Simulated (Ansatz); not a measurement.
Task: a small convex hull of the Sc-Pd system, with the Python package of Ansatz (0.2.0). Give the script and its output. Use (first run): PBEsol, PAW, cutoff 470 eV, 5×5×5 k-points, cold smearing of 0.1 eV.

`scpd3_scpd3_pm_3m.vasp`
```text
ScPd3
1.0
   3.98200000    0.00000000    0.00000000
   0.00000000    3.98200000    0.00000000
   0.00000000    0.00000000    3.98200000
Sc Pd
1 3
Direct
   0.00000000    0.00000000    0.00000000
   0.00000000    0.50000000    0.50000000
   0.50000000    0.00000000    0.50000000
   0.50000000    0.50000000    0.00000000
```

Input file `scpd3_scpd_pm_3m.extxyz`:
```text
2
Lattice="3.283 0.0 0.0 0.0 3.283 0.0 0.0 0.0 3.283" Properties=species:S:1:pos:R:3 pbc="T T T"
Sc    1.64150000    1.64150000    1.64150000
Pd    0.00000000    0.00000000    0.00000000
```

`scpd3_sc.cif`
```cif
data_Sc
_cell_length_a 3.309000
_cell_length_b 3.309000
_cell_length_c 5.273300
_cell_angle_alpha 90.00000
_cell_angle_beta 90.00000
_cell_angle_gamma 120.00000
_symmetry_space_group_name_H-M 'P 1'
_symmetry_Int_Tables_number 1
loop_
_symmetry_equiv_pos_as_xyz
'x, y, z'
loop_
_atom_site_label
_atom_site_type_symbol
_atom_site_fract_x
_atom_site_fract_y
_atom_site_fract_z
Sc1 Sc    0.333333    0.666667    0.250000
Sc2 Sc    0.666667    0.333333    0.750000
```

Input file `scpd3_pd.extxyz`:
```text
1
Lattice="0.0 1.9465 1.9465 1.9465 0.0 1.9465 1.9465 1.9465 0.0" Properties=species:S:1:pos:R:3 pbc="T T T"
Pd    0.00000000    0.00000000    0.00000000
```

The script, `hull_scpd3.py`:
```python
'''Convex hull of a few Sc-Pd phases, after relaxing cells and atoms.'''

from collections import Counter

import ansatz as az
from ase.io import read
import numpy as np
from scipy.spatial import ConvexHull
from tabulate import tabulate


def run_phase(name, crystal):
    calc = crystal.calculation()
    calc = calc.functional('pbesol')
    calc = calc.basis(470)
    calc = calc.scf(tolerance=1e-07)
    calc = calc.kpoints(spacing=0.33).occupations('cold', width=0.1)
    calc = calc.relax(force_tolerance=0.02, max_steps=40, cell=True)
    return calc.run(threads=1)


def counts(outcome):
    return Counter(site.symbol for site in outcome.lattice.sites)

def formation_energy(outcome, mu):
    n = counts(outcome)
    return (outcome.report['energy_sigma0_ev'] - sum(k * mu[element] for element, k in n.items())) / sum(n.values())

phases = {}
atoms = read('scpd3_scpd3_pm_3m.vasp', format='vasp')
scpd3_pm_3m = az.Crystal.from_ase(atoms)
phases['ScPd3 Pm-3m'] = scpd3_pm_3m
scpd_pm_3m = az.Crystal.from_extxyz('scpd3_scpd_pm_3m.extxyz')
phases['ScPd Pm-3m'] = scpd_pm_3m
atoms = read('scpd3_sc.cif')
sc = az.Crystal.from_ase(atoms)
phases['Sc'] = sc
pd = az.Crystal.from_extxyz('scpd3_pd.extxyz')
phases['Pd'] = pd

done = {}
for name, crystal in phases.items():
    done[name] = run_phase(name, crystal)
    print(f'{name}: {done[name].report["energy_sigma0_ev"]:.4f} eV, {len(done[name].lattice.sites)} atoms')

# energy of one atom in its reference phase
references = {'Sc': 'Sc', 'Pd': 'Pd'}
mu = {element: done[name].report['energy_sigma0_ev'] / len(done[name].lattice.sites) for element, name in references.items()}
points = sorted((counts(o)['Pd'] / len(o.lattice.sites), formation_energy(o, mu), name) for name, o in done.items())

xy = np.array([(x, e) for x, e, _ in points] + [(0.5, 10.0)])
hull = sorted(tuple(xy[i]) for i in ConvexHull(xy).vertices if xy[i, 1] < 5)
rows = [(name, x, e, e - np.interp(x, *zip(*hull))) for x, e, name in points]
print(tabulate(rows, headers=['phase', 'x(Pd)', 'E_form (eV/atom)', 'above hull (eV/atom)'], floatfmt='.4f', tablefmt='simple'))
print('on the hull of these phases:', ', '.join(row[0] for row in rows if row[3] < 1e-6))
```

Running `python hull_scpd3.py` prints:
```text
DeckWarning: relax.cell: scf.convergence.dr2_threshold = 1e-7 eV (the SCF's general default) is looser than the 4e-10 eV advised for a relaxation that steers and ends on the stress (1e-10 eV for each atom of the cell: 4). What an SCF threshold leaves in a [...]
ScPd3 Pm-3m: -22834.8187 eV, 4 atoms
DeckWarning: relax.cell: scf.convergence.dr2_threshold = 1e-7 eV (the SCF's general default) is looser than the 2e-10 eV advised for a relaxation that steers and ends on the stress (1e-10 eV for each atom of the cell: 2). What an SCF threshold leaves in a [...]
ScPd Pm-3m: -9019.8796 eV, 2 atoms
DeckWarning: the atoms were moved onto the symmetric positions of the space group found under crystal.symmetry.tolerance 1.0e-5 (fractional; no operation is sought that the atoms, as they stand in a round, miss by more than twice it, and no atom is moved by [...]
Sc: -4222.7553 eV, 2 atoms
DeckWarning: relax.cell: scf.convergence.dr2_threshold = 1e-7 eV (the SCF's general default) is looser than the 1e-10 eV advised for a relaxation that steers and ends on the stress (1e-10 eV for each atom of the cell: 1). What an SCF threshold leaves in a [...]
Pd: -6906.6553 eV, 1 atoms
phase          x(Pd)    E_form (eV/atom)    above hull (eV/atom)
-----------  -------  ------------------  ----------------------
Sc            0.0000              0.0000                  0.0000
ScPd Pm-3m    0.5000             -0.9234                  0.0000
ScPd3 Pm-3m   0.7500             -0.8688                  0.0000
Pd            1.0000              0.0000                  0.0000
on the hull of these phases: Sc, ScPd Pm-3m, ScPd3 Pm-3m, Pd
```
(Warnings from the package without file and line, shortened.)

Absolute energies stand on the zero of these potentials, so only differences at equal settings mean something. Spin is left out of this run. For the metals among these phases the mesh is modest: differences between phases can be off by up to 40 meV an atom. The cells come from databases of deposited and of computed structures, and not all need be stable phases. Differences under about 40 meV an atom lie within the error of mesh and functional, so such verdicts may flip; only the cells listed enter the hull. Finished in 16 s on 1 thread of Arm Neoverse V2 (shared host), peak memory 0.46 GiB.

(Lines on the test bed's own set-up are left out of the output.)
